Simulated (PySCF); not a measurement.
# CH6GeSi (SMILES [CH2]1[SiH2][GeH2]1): levels of theory compared

We compute a comparison of 5 runs (HF/STO-3G, HF/3-21G, HF/def2-SVP, B3LYP/6-31G*, MP2/6-31G) of CH6GeSi. The job is set up through a Python script.

Program for the calculation: PySCF 2.14.0.

**1. The system as given**

CH6GeSi has 9 atoms, charge 0, and is taken as a singlet. As SMILES, `[CH2]1[SiH2][GeH2]1`. The shape is that of a PBE0-D4/def2-TZVP optimisation.

Bond lengths: C1–Si2 1.880 Å, C1–Ge3 2.007 Å, Si2–Ge3 2.297 Å, C1–H4 1.087 Å, C1–H5 1.087 Å, Si2–H6 1.482 Å, Si2–H7 1.482 Å, Ge3–H8 1.529 Å, Ge3–H9 1.529 Å. Some angles: C1–Si2–Ge3 56.4°, Si2–C1–Ge3 72.4°, C1–Ge3–Si2 51.3°, C1–Si2–H6 117.1°, C1–Si2–H7 117.1°, Ge3–Si2–H6 121.0°, Ge3–Si2–H7 120.9°, Si2–C1–H4 117.9°, Si2–C1–H5 117.9°, Ge3–C1–H4 115.8°.

**2. Energy and gradient at HF/STO-3G (run 1)**

Input file input.xyz:

```xyz
9
CH6GeSi
C     -0.726700     0.082100    -0.693700
Si     0.887500     0.879500    -0.151400
Ge    -0.040700    -0.948100     0.885700
H     -1.647500     0.636600    -0.532900
H     -0.737600    -0.453300    -1.639500
H      0.802100     2.227300     0.458900
H      2.050400     0.731400    -1.058000
H      0.399400    -2.377500     0.568600
H     -0.898400    -0.824300     2.145300
```

Input file calc.py:

```python
from pyscf import gto, scf

mol = gto.M(
    atom='input.xyz',
    charge=0,
    verbose=3,
    max_memory=1860,
    basis='sto-3g',
)

myscf = scf.RHF(mol)
myscf.conv_tol = 1e-10
myscf.kernel()
if not myscf.converged:
    myscf = myscf.newton().run(myscf.mo_coeff, myscf.mo_occ)

e_tot = myscf.e_tot
print('E(%s) = %.9f' % ('HF', e_tot))
grad = myscf.nuc_grad_method().kernel()
dip = myscf.dip_moment()
pop, q = myscf.mulliken_pop()
```

Started as:

```console
OMP_NUM_THREADS=1 python calc.py
```

The log of the run:

```text
converged SCF energy = -2378.21379128945
[... 9 lines left out ...]
Dipole moment(X, Y, Z, Debye):  0.78443,  0.35287,  0.29856
[... 48 lines left out ...]
charge of    8H =     -0.11332
```

It took 4.8 s on 1 thread of Intel Xeon at 2.50GHz (Skylake/Cascade Lake), shared host; peak memory 0.12 GiB.

**3. Energy and gradient at HF/3-21G (run 2)**

Input file calc.py:

```python
import pyscf.grad
from pyscf import gto

mol = gto.Mole()
mol.atom = [
    ('C', (-0.726700, 0.082100, -0.693700)),
    ('Si', (0.887500, 0.879500, -0.151400)),
    ('Ge', (-0.040700, -0.948100, 0.885700)),
    ('H', (-1.647500, 0.636600, -0.532900)),
    ('H', (-0.737600, -0.453300, -1.639500)),
    ('H', (0.802100, 2.227300, 0.458900)),
    ('H', (2.050400, 0.731400, -1.058000)),
    ('H', (0.399400, -2.377500, 0.568600)),
    ('H', (-0.898400, -0.824300, 2.145300)),
]
mol.spin = 0
mol.charge = 0
mol.basis = '3-21g'
mol.verbose = 4
mol.max_memory = 1860
mol.build()

myscf = mol.RHF()
myscf.conv_tol = 1e-10
myscf.kernel()
if not myscf.converged:
    myscf = myscf.newton().run(myscf.mo_coeff, myscf.mo_occ)

e_final = myscf.e_tot
print('E(%s) = %.9f' % ('HF', e_final))
grad = myscf.Gradients().kernel()
dip = myscf.dip_moment()
pop, q = myscf.mulliken_pop()
```

Started as:

```console
OMP_NUM_THREADS=1 python calc.py
```

The log of the run:

```text
PySCF version 2.14.0

[... 63 lines left out ...]
converged SCF energy = -2393.81331560141
[... 12 lines left out ...]
Dipole moment(X, Y, Z, Debye): -0.05884, -0.04325, -0.00542
[... 66 lines left out ...]
charge of    8H =     -0.15432
```

It took 5.7 s on 1 thread of Intel Xeon at 2.50GHz (Skylake/Cascade Lake), shared host; peak memory 0.13 GiB.

Runs 3 to 4 aren't shown in full; the table further down has their settings and results.

**4. Energy and forces at MP2/6-31G (run 5)**

Input file job.py:

```python
import pyscf.grad
from pyscf import gto, scf, mp

molecule = gto.M(
    atom=[
    ('C', (-0.726700, 0.082100, -0.693700)),
    ('Si', (0.887500, 0.879500, -0.151400)),
    ('Ge', (-0.040700, -0.948100, 0.885700)),
    ('H', (-1.647500, 0.636600, -0.532900)),
    ('H', (-0.737600, -0.453300, -1.639500)),
    ('H', (0.802100, 2.227300, 0.458900)),
    ('H', (2.050400, 0.731400, -1.058000)),
    ('H', (0.399400, -2.377500, 0.568600)),
    ('H', (-0.898400, -0.824300, 2.145300)),
],
    basis='6-31g',
    charge=0,
    verbose=4,
    max_memory=1860,
)

hf = scf.RHF(molecule)
hf.conv_tol = 1e-10
hf.kernel()
if not hf.converged:
    hf = hf.newton().run(hf.mo_coeff, hf.mo_occ)

pt = mp.MP2(hf, frozen=15).run()
e_tot = pt.e_tot
print('Final energy', e_tot)
grad = pt.Gradients().kernel()
dip = hf.dip_moment()
pop, q = hf.mulliken_pop()
```

Started as:

```console
OMP_NUM_THREADS=1 python job.py
```

The log of the run:

```text
PySCF version 2.14.0

[... 63 lines left out ...]
converged SCF energy = -2405.17758062361
[... 8 lines left out ...]
Final energy -2405.5343497081158
[... 8 lines left out ...]
Dipole moment(X, Y, Z, Debye): -0.05648,  0.02856, -0.07422
[... 71 lines left out ...]
charge of    8H =     -0.12633
```

Run time: 29 s. Hardware: 1 thread of Intel Xeon at 2.50GHz (Skylake/Cascade Lake), shared host; peak memory 0.33 GiB.

**5. The series**

```tsv
run	level	integration grid	frozen core orbitals	energy (Eh)	dipole moment (D) of the reference	HOMO energy (eV)	LUMO energy (eV)	wall time
1	HF/STO-3G	–	–	-2378.213791	0.91	-6.33	8.59	4.8 s
2	HF/3-21G	–	–	-2393.813316	0.07	-8.80	3.00	5.7 s
3	HF/def2-SVP	–	–	-2405.221109	0.22	-8.78	3.30	23 s
4	B3LYP/6-31G* (spherical functions)	5	–	-2407.920064	0.48	-6.26	-0.27	61 s
5	MP2/6-31G	–	15	-2405.534350	0.10	-8.78	2.76	29 s
```

**6. Outcome**

| quantity | value |
| --- | --- |
| run 5: total energy | -2405.53435 Eh |
| run 5: dipole moment (Hartree–Fock density) | 0.10 D |
| run 5: HOMO energy (Hartree–Fock orbitals) | -8.78 eV |
| run 5: LUMO energy (Hartree–Fock orbitals) | 2.76 eV |
| run 5: HOMO–LUMO gap (Hartree–Fock orbitals) | 11.53 eV |
| run 5: correlation energy (15 core orbitals frozen) | -356.8 mEh |
| run 5: largest force on an atom | 1.417 eV/Å |

**Reading.** Over runs 1, 2, 3, 4 the dipole moment (its size) runs from 0.07 D (HF/3-21G) to 0.91 D (HF/STO-3G). The two dipoles point in opposite directions. Over runs 1, 2, 3, 4 the HOMO–LUMO gap runs from 5.99 eV (B3LYP/6-31G*) to 14.93 eV (HF/STO-3G). The two ends differ in method and basis. In run 1 the basis is minimal, so the values are rough. All runs together took 2.1 min, the longest 61 s.
